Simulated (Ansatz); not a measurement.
# GePbO3: the cost of one run

Program: the Python package of Ansatz 0.2.0. Level of theory: DFT PBEsol, plane waves, PAW. These are calculated values, not measurements.

## (1) Starting point

GePbO3 Pm-3m: Symmetry: Pm-3m, No. 221, cubic system. Conventional cell: a = 3.890 Å, b = 3.890 Å, c = 3.890 Å, α = 90.00°, β = 90.00°, γ = 90.00°. Around Pb (site symmetry m-3m) lie 12 O at 2.75 Å. Ge (site symmetry m-3m) has 6 O at 1.94 to 1.95 Å as nearest neighbours. O (site symmetry 4/mmm) is surrounded by 2 Ge at 1.95 Å and 4 Pb at 2.75 Å.

GePbS3 Pm-3m: Symmetry: Pm-3m, No. 221, cubic system. The conventional cell has a = 4.280 Å, b = 4.280 Å, c = 4.280 Å, α = 90.00°, β = 90.00°, γ = 90.00°. Around Pb (site symmetry m-3m) lie 12 S at 3.03 Å. Around Ge (site symmetry m-3m) lie 6 S at 2.14 Å. S (site symmetry 4/mmm) has 2 Ge at 2.14 Å and 4 Pb at 3.03 Å as nearest neighbours.

GeTe3Pb Pm-3m: The structure is cubic, space group Pm-3m (No. 221). The conventional cell has a = 4.580 Å, b = 4.580 Å, c = 4.580 Å, α = 90.00°, β = 90.00°, γ = 90.00°. Pb (site symmetry m-3m) is surrounded by 12 Te at 3.24 Å. Ge (site symmetry m-3m) has 6 Te at 2.29 Å as nearest neighbours. Te (site symmetry 4/mmm) is surrounded by 2 Ge at 2.29 Å and 4 Pb at 3.24 Å and 8 Te at 3.24 Å.

No structure file is read: the coordinates are typed or built in the script.

## (2) The code

run_series.py reads:

```python
import warnings

import ansatz as az
import matplotlib.pyplot as plt
import numpy as np
import pandas as pd


def perovskite(first, second, third, a):
    return (
        az.Lattice.cubic(a)
        .space_group(221)
        .atom(first, (0, 0, 0))
        .atom(second, (0.5, 0.5, 0.5))
        .atom(third, (0.5, 0.5, 0))
    )


def ground_state(name, crystal):
    calc = (
        crystal.calculation()
        .basis(550)
        .functional("pbesol")
        .kpoints(spacing=0.3)
        .occupations("cold", width=0.02)
        .stress()
        .band_table()
    )
    calc = calc.relax(force_tolerance=0.03, cell=True)
    return calc.run(threads=1)

def relaxed_twice(name, crystal):
    # the second pass draws mesh and plane waves anew for the relaxed cell
    first = ground_state(name, crystal)
    again = az.Crystal(lattice=az.Lattice.of(first.lattice.cell_ang))
    for site in first.report["lattice"]["sites"]:
        again = again.atom(site["symbol"], site["position_frac"])
    return ground_state(name, again)


def volume_per_atom(outcome):
    return abs(np.linalg.det(outcome.lattice.cell_ang)) / len(outcome.lattice.sites)


def gap_ev(outcome):
    # nan where the run reports no band edges: a metal, overlapping bands, or a gap that is small against the smearing
    edges = outcome.report.get("band_edges_ev")
    return edges[1] - edges[0] if edges else float("nan")

warnings.simplefilter("ignore", az.DeckWarning)

phases = {}
phases["GePbO3"] = perovskite("Pb", "Ge", "O", 3.89)
phases["GePbS3"] = perovskite("Pb", "Ge", "S", 4.28)
phases["GeTe3Pb"] = perovskite("Pb", "Ge", "Te", 4.58)

done = {}
for name, crystal in phases.items():
    try:
        done[name] = relaxed_twice(name, crystal)
    except az.NonConvergedError as error:
        print(name, "did not converge:", str(error)[:120])

rows = [(name, float(np.linalg.norm(o.lattice.cell_ang[0])), volume_per_atom(o), gap_ev(o)) for name, o in done.items()]
print(pd.DataFrame(rows, columns=["compound", "a (A)", "V (A^3/atom)", "gap on mesh (eV)"]).round(4).to_string(index=False))
plt.figure(figsize=(4.5, 3))
plt.bar([row[0] for row in rows], [row[1] for row in rows])
plt.ylabel("a (A)")
plt.tight_layout()
plt.savefig("series.png", dpi=100)
```

## (3) What the engine is handed

The engine receives this input (first run):

```yaml
crystal:
  lattice:
    bravais: cubic
    a: 3.89
  space_group: 221
  atoms:
    - { symbol: Pb, position: [0.0, 0.0, 0.0] }
    - { symbol: Ge, position: [0.5, 0.5, 0.5] }
    - { symbol: O, position: [0.5, 0.5, 0.0] }
basis:
  ecutwfc: 550.0
kpoints:
  mp_grid:
    kspacing: 0.3
hamiltonian:
  xc: pbesol
scf:
  occupations:
    method: cold
    width: 0.02
relax:
  f_tol: 0.03
  cell: {}
output:
  stress: true
  eigenvalues: true
```

## (4) Launch

Launch:

```console
> python run_series.py
```

What time and memory should one allow on 1 thread of Arm Neoverse V2, shared host?

About 1.8 min, with a peak of 0.68 GiB.
